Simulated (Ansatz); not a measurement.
# C3H9AlO: how energies converge with the basis set

An exercise on one series of results from a longer session: the logs are not shown, and one member is left open.

The runs use Ansatz 0.2.0, Gaussian basis; one geometry, several basis sets.

The runs, in order: PBE0-D4/def2-SVP; ωB97M-V/def2-SVP; PBE0-D4/def2-QZVPP; ωB97M-V/def2-QZVPP; the functionals' def2-TZVPP values are taken from earlier runs.

**Structure used throughout**

All runs share one geometry, relaxed beforehand with PBE0-D4 in a triple-zeta def2 set.

SMILES `[CH3][Al]([CH3])[CH2]O`, 14 atoms, charge 0, spin multiplicity 1.

Atoms are counted from 1 here; the program's logs count them from 0.

Bond lengths: C1–Al2 1.960 Å, C1–H6 1.093 Å, C1–H7 1.096 Å, C1–H8 1.097 Å, Al2–C3 1.955 Å, Al2–C4 1.979 Å, C3–H9 1.093 Å, C3–H10 1.095 Å, C3–H11 1.096 Å, C4–O5 1.431 Å, C4–H12 1.104 Å, C4–H13 1.098 Å, O5–H14 0.959 Å. Angles: Al2–C1–H6 112.8°, Al2–C1–H7 111.5°, Al2–C1–H8 111.3°, H6–C1–H7 107.6°, H6–C1–H8 107.0°, H7–C1–H8 106.4°, C1–Al2–C3 122.4°, C1–Al2–C4 116.4°, C3–Al2–C4 121.2°, Al2–C3–H9 113.3°, Al2–C3–H10 111.2°, Al2–C3–H11 110.6°, H9–C3–H10 107.9°, H9–C3–H11 107.4°, H10–C3–H11 106.2°, Al2–C4–O5 115.6°, Al2–C4–H12 111.1°, Al2–C4–H13 108.7° and more.

Set-up of the first run:

Contents of in.yaml:

```yaml
crystal:
  periodic: [false, false, false]
  atoms:
    - {symbol: C, position_ang: [-1.584980, 0.934130, 0.457641]}
    - {symbol: Al, position_ang: [0.116373, -0.011948, 0.233789]}
    - {symbol: C, position_ang: [1.302244, -0.402979, 1.737569]}
    - {symbol: C, position_ang: [0.570427, -0.582002, -1.605803]}
    - {symbol: O, position_ang: [-0.263988, -0.052328, -2.641092]}
    - {symbol: H, position_ang: [-1.733421, 1.302286, 1.475955]}
    - {symbol: H, position_ang: [-1.658801, 1.792652, -0.218863]}
    - {symbol: H, position_ang: [-2.436368, 0.283050, 0.224790]}
    - {symbol: H, position_ang: [2.153353, -1.031567, 1.464281]}
    - {symbol: H, position_ang: [0.762096, -0.903020, 2.548521]}
    - {symbol: H, position_ang: [1.702350, 0.524300, 2.163428]}
    - {symbol: H, position_ang: [0.616739, -1.682039, -1.680648]}
    - {symbol: H, position_ang: [1.593356, -0.254214, -1.834233]}
    - {symbol: H, position_ang: [-1.152181, 0.054480, -2.296535]}
basis:
  gaussian: {orbitals: def2-SVP}
hamiltonian: {xc: pbe0, dispersion: d4}
output: {orbitals: {seedname: orbitals}}
```

Run with:

```bash
ansatz run in.yaml --threads 4 --pin off --events-out ev --progress --plain --max-ram 10444MiB
```

Among the steps run: PBE0-D4 in def2-SVP; ωB97M-V in def2-SVP; PBE0-D4 in def2-QZVPP; ωB97M-V in def2-QZVPP.

One of the session's tables, all rows but one given; the rest of the session is left out.

It belongs to the step «Density functionals: the series». 

| functional | basis | HOMO (eV) |
| --- | --- | --- |
| PBE0-D4 | def2-SVP | -6.62 |
| PBE0-D4 | def2-TZVPP | -6.82 |
| PBE0-D4 | def2-QZVPP | -6.87 |
| ωB97M-V | def2-SVP | -8.94 |
| ωB97M-V | def2-TZVPP | ? |
| ωB97M-V | def2-QZVPP | -9.17 |

Q: Estimate the row for ωB97M-V, def2-TZVPP from the others.

As computed: HOMO (eV): -9.13. In the column «HOMO (eV)» it lies between ωB97M-V, def2-QZVPP (-9.17) and ωB97M-V, def2-SVP (-8.94).
